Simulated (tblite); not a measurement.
# F4H3NbO3Zn2: the cost of one run

Programs: tblite 0.8.0 and PySCF 2.14.0. All values are calculated, for the isolated system unless a continuum is named. Atoms count from 0, parts from 1.

### Step 1. The system as given

13 atoms, charge 0, multiplicity 1; geometry: distance geometry start.

### Step 2. Relaxing the cluster with GFN1-xTB

The job: settings as JSON, then the geometry in Å.

```
{"job": {"kind": "relax", "xc": "GFN1-xTB", "basis": "xTB"}, "charge": 0, "multiplicity": 1}
O     -2.661229    -1.829216     0.804676
Zn    -1.686617    -2.186289    -0.467141
O     -0.149888    -2.520128    -0.048262
Zn     0.369294    -1.185331    -0.924491
Nb     1.636354     0.840134     0.619915
F      3.457928     0.279974     0.379189
F      0.203456     0.621653     1.817683
F      2.369950     1.958719     2.005487
F      0.562469     2.076150    -0.279390
O     -1.192394    -0.848444    -1.320437
H     -2.437354    -1.146431     1.470885
H      0.050306    -2.444557     0.875835
H     -1.379464    -0.937869    -2.270480
```

Method: GFN1-xTB geometry optimisation, gas phase.

The run is started by

```
OMP_NUM_THREADS=1 python cluster_run.py task.json out
```

One launch serves the whole session: the jobs run in the order shown.

**Question.** How long does this first job take on 1 thread of INTEL XEON PLATINUM 8581C at 2.10GHz, shared host?

About 2.6 s.
